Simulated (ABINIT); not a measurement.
The system is GaSb3.

```xyz
4
Lattice="0.0000 3.7306 3.7306 3.7306 0.0000 3.7306 3.7306 3.7306 0.0000" Properties=species:S:1:pos:R:3 pbc="T T T"
Sb    3.7306    3.7306    3.7306
Sb    5.5959    5.5959    5.5959
Sb    1.8653    1.8653    1.8653
Ga    0.0000    0.0000    0.0000
```

The cell comes from a database or a generator and needn't be the stable form of this composition.

Base run:

* Program: ABINIT 10.8.3 (patched build)
* Functional: PBE
* Potentials or basis: JTH PAW PBE v2.0
* Cutoff: 463 eV
* k mesh: 6 × 6 × 6
* Occupations: fermi-dirac, width 0.05 eV
* Spin: no spin polarisation

Its results: band gap on the k mesh none (metal or under the smearing width); pressure -0.8 GPa.

Q: The run is repeated on the same cell with these changes: functional from PBE to PBEsol; potentials or basis from JTH PAW PBE v2.0 to PseudoDojo NC SR PBEsol v0.4.1 standard; cutoff from 463 eV to 1088 eV. What comes out?

A: Band gap on the k mesh none (metal or under the smearing width); pressure -3.5 GPa.

Not every run made on this cell is shown here.
